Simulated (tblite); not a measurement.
# C6H10NO: the cost of one run

The runs use tblite 0.8.0 and PySCF 2.14.0, with density-fitted response routines of our own; the level of theory stands in each step. All values are computed, except where a source is named. Atoms are numbered from 0 throughout.

### Step 1. The starting structure

18 atoms, charge 0, multiplicity 2; geometry from: force field or distance geometry start.

Bonds of the start (Å): C0–C1 1.33, C1–C2 1.51, C2–C3 1.52, C2–C4 1.49, C2–N5 1.43, N5–C6 1.43, C6–O7 1.27, C0–H8 1.08, C0–H9 1.12, C1–H10 1.10, C3–H11 1.12, C3–H12 1.10, C3–H13 1.11, C4–H14 1.12, C4–H15 1.12, C4–H16 1.11, N5–H17 1.05.

### Step 2. Relaxing the molecule with GFN2-xTB

What the job is given:

```
{"job": {"kind": "relax", "xc": "GFN2-xTB", "basis": "xTB"}, "charge": 0, "multiplicity": 2}
C     -1.774400     1.393600     0.615500
C     -1.360600     0.313600    -0.031800
C      0.090700    -0.109200    -0.027200
C      0.040000    -1.629300    -0.070100
C      0.679100     0.413300    -1.296500
N      0.761200     0.313100     1.165800
C      2.146600     0.014700     1.343500
O      2.833400    -0.624100     0.481800
H     -1.132800     2.056900     1.174100
H     -2.861500     1.645200     0.587500
H     -2.108500    -0.298700    -0.561600
H     -0.966500    -1.971300     0.278500
H      0.097000    -1.896500    -1.137200
H      0.861900    -2.050100     0.537000
H     -0.107800     0.339600    -2.092700
H      1.527800    -0.230200    -1.654800
H      0.959700     1.486300    -1.272200
H      0.306000     0.839300     1.948700
```

The run is started by

```console
$ OMP_NUM_THREADS=1 python probes_run.py task.json out
```

This one command runs all jobs of the session in turn.

**Question.** How long does this first job take on 1 thread of Arm Neoverse V1, shared host, and how much memory does it need?

About 1 s, with a peak of 0.18 GiB.
